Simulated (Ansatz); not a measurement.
What does this script print? It uses the Python package of Ansatz (0.2.0).

`scf_liga3.py`
```python
'''Self-consistent field of LiGa3 at the given structure, distorted.'''

from pathlib import Path
import warnings

import ansatz as az
import numpy as np


def main() -> None:
    warnings.simplefilter('ignore', az.DeckWarning)

    liga3 = (
        az.Lattice.of([4.19639, -0.01821, -0.00168], [-0.01821, 4.20249, -0.04899], [-0.00168, -0.04899, 4.23161])
        .atom('Li', [0.99699, 0.01122, 0.99073])
        .atom('Ga', [0.49207, 0.98371, 0.52791])
        .atom('Ga', [0.99945, 0.49479, 0.49299])
        .atom('Ga', [0.5136, 0.49976, 0.98283])
    )

    # settings of the run
    base = (
        liga3.calculation()
        .pseudopotentials('nc')
        .functional('pbesol')
        .kpoints(3, center='monkhorst-pack')
        .occupations('cold', width=0.3)
        .forces()
        .density()
        .potential()
        .electron_localization_function()
        .output_files(volumetric_format='npy')
        .stress()
    )
    def show(event):
        row = event['data']
        if event['event'] == 'scf_iter' and row.get('harris_foulkes_ev') is not None:
            print(f'  iteration {row["iter"]:3d}  Harris-Foulkes {row["harris_foulkes_ev"]:.5f} eV  residual {row["dr2_ev"]:.2e}')


    res = base.session().plan().execute(on_event=show)
    rep = res.report

    energy = rep['free_energy_ev']
    print('LiGa3: {:.6f} eV = {:.6f} Ry = {:.6f} Ha'.format(energy, energy / 13.605693, energy / 27.211386))
    print('Fermi level {:.4f} eV, {} k-points, {} symmetry operations'.format(rep['fermi_energy_ev'], rep['n_kpoints'], rep['n_symmetry_ops']))

    if res.unlabelled_reasons:
        print('not a label:', res.unlabelled_reasons)
    else:
        print(res.training_frame().splitlines()[0], 'atoms in the frame')

    folder = Path(res.write_results('fields'))
    print('densities in e/A^3, potentials in eV, ELF without unit')
    for name in sorted(p.name for p in folder.glob('*.npy')):
        field = np.load(folder / name)
        print(f'{name:16s} {str(field.shape):16s} min {field.min():10.4f}  mean {field.mean():10.4f}  max {field.max():10.4f}')

    # the stress is positive in compression
    sigma = rep['stress_gpa']
    voigt = [sigma[0][0], sigma[1][1], sigma[2][2], sigma[1][2], sigma[0][2], sigma[0][1]]
    print('stress xx yy zz yz xz xy (GPa, compression positive):', ' '.join(f'{s:.3f}' for s in voigt))
    print('P =', round(10 * float(np.mean(voigt[:3])), 2), 'kbar')

    rho = res.density()
    total = sum(ch.density_e_per_ang3 for ch in rho.channels[:2]) if len(rho.channels) < 3 else rho.channels[0].density_e_per_ang3
    print('grid', rho.dims, 'electrons', round(float(total.mean() * rho.cell_volume_ang3), 4))
    profile = total.mean(axis=(0, 1))
    print('planar average along grid axis 2 (e/A^3):')
    print(np.array2string(profile[:: max(len(profile) // 16, 1)], precision=4))


if __name__ == '__main__':
    main()
```

```console
$ python scf_liga3.py
  iteration   1  Harris-Foulkes -6428.23057 eV  residual 6.96e-01
  iteration   2  Harris-Foulkes -6428.05503 eV  residual 2.91e-01
  iteration   3  Harris-Foulkes -6427.94954 eV  residual 1.57e-02
  iteration   4  Harris-Foulkes -6427.94411 eV  residual 1.94e-03
  iteration   5  Harris-Foulkes -6427.94366 eV  residual 5.03e-04
  iteration   6  Harris-Foulkes -6427.94346 eV  residual 2.90e-05
  iteration   7  Harris-Foulkes -6427.94338 eV  residual 1.14e-06
  iteration   8  Harris-Foulkes -6427.94338 eV  residual 6.60e-08
LiGa3: -6427.943377 eV = -472.445128 Ry = -236.222564 Ha
Fermi level 8.3054 eV, 14 k-points, 1 symmetry operations
4 atoms in the frame
densities in e/A^3, potentials in eV, ELF without unit
elf.npy          (48, 48, 48)     min     0.0000  mean     0.2957  max     1.0000
rho.npy          (48, 48, 48)     min     0.0073  mean     0.5629  max    17.8258
v_es.npy         (48, 48, 48)     min   -75.8751  mean     4.1146  max    11.7379
v_tot.npy        (48, 48, 48)     min  -135.2055  mean    -6.1690  max     4.5399
stress xx yy zz yz xz xy (GPa, compression positive): -4.648 -4.711 -5.091 0.119 0.034 0.094
P = -48.17 kbar
grid (48, 48, 48) electrons 42.0
planar average along grid axis 2 (e/A^3):
[0.941  0.6525 0.2149 0.1334 0.1367 0.1818 0.4305 1.1487 1.3807 1.3065
 0.6574 0.2352 0.1694 0.1773 0.4142 0.8251]
```

What to keep in mind:
- The settings weren't tested for convergence.
- For a metal this mesh is far too coarse, so the numbers only illustrate the procedure.
- An absolute Fermi energy rests on an arbitrary zero of the periodic potential and has no direct meaning.
- Grid values close to the nuclei reflect the PAW or pseudopotential construction, not the all-electron fields.
- The cell is a database structure, distorted on purpose.
- Wall time of the script: 9.8 s on 1 thread of Intel(R) Xeon(R) Platinum 8375C CPU @ 2.90GHz (Ice Lake), with other jobs on the host, peak memory 0.47 GiB.

(Lines on the test bed's own set-up are left out of the output.)
